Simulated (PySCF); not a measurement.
# C3H10BN: the cost of one run

Computed with PySCF 2.14.0, with density-fitted response routines of our own, on a single molecule in the gas phase. Atoms count from 0, in the outputs and in this text.

## 1. Starting geometry

15 atoms, charge 0, multiplicity 1; geometry from: PBE0-D3(BJ)/def2-SVP.

Bonds of the start (Å): C0–C1 1.34, C1–B2 1.59, B2–N3 1.62, N3–C4 1.46, C0–H5 1.10, C0–H6 1.10, C1–H7 1.10, B2–H8 1.23, B2–H9 1.23, N3–H10 1.02, N3–H11 1.02, C4–H12 1.10, C4–H13 1.10, C4–H14 1.10.

## 2. NMR shieldings: PBE0/6-31G*

Job settings and geometry (Å):

```
{"job": {"kind": "nmr", "xc": "PBE0", "basis": "6-31G*", "pop": true}, "charge": 0, "multiplicity": 1}
C      2.119354    -0.992958     0.018810
C      1.765352     0.226159    -0.413769
B      0.309118     0.845979    -0.571995
N     -0.765920    -0.270582    -0.104582
C     -2.167003     0.150010    -0.163302
H      3.162564    -1.319463     0.091291
H      1.387684    -1.754449     0.329045
H      2.594915     0.891237    -0.695343
H      0.118077     1.815721     0.160658
H      0.019176     1.117459    -1.736134
H     -0.614540    -1.099103    -0.684618
H     -0.513894    -0.554597     0.845250
H     -2.848143    -0.648637     0.165314
H     -2.403797     0.438867    -1.194754
H     -2.294635     1.033533     0.474290
```

Method: GIAO PBE0/6-31G* NMR shielding, non-relativistic, gas phase.

Command:

```bash
> OMP_NUM_THREADS=1 python probes_run.py task.json out
```

This one command runs all jobs of the session in turn.

**Question.** How long does this first job take on 1 thread of Arm Neoverse V1, shared host, and how much memory does it need?

About 7.2 s, with a peak of 0.53 GiB.
